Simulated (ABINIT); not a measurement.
**BiTe in ABINIT: the effect of functional**

The system is BiTe.

```
CELL_PARAMETERS angstrom
0.00000 3.23500 3.23500
3.23500 0.00000 3.23500
3.23500 3.23500 0.00000
ATOMIC_POSITIONS crystal
Bi 0.00000 0.00000 0.00000
Te 0.50000 0.50000 0.50000
```

Alike in all runs:

| Quantity | Value |
| --- | --- |
| Program | ABINIT 10.8.3 (patched build) |
| Task | equation of state |
| k mesh | 7 × 7 × 7 |
| Occupations | fermi-dirac, width 0.05 eV |
| Spin | no spin polarisation |

```tsv
functional	potentials or basis	cutoff	V0 of scaled cells (Å³/atom)	B0 (GPa)
LDA	JTH PAW LDA v2.0	816 eV	?	?
PBEsol	JTH PAW PBE v2.0	599 eV	32.79	53
r2SCAN	JTH PAW PBE v2.0	707 eV	33.90	51
```

Q: What does the run with functional LDA give?

A: V0 of scaled cells 32.05 Å³/atom; B0 57 GPa.

Caveats: pressures at fixed basis lie under the slope of the energies; the PAW data sets were made with another functional, which shifts forces and pressure a little (some runs).
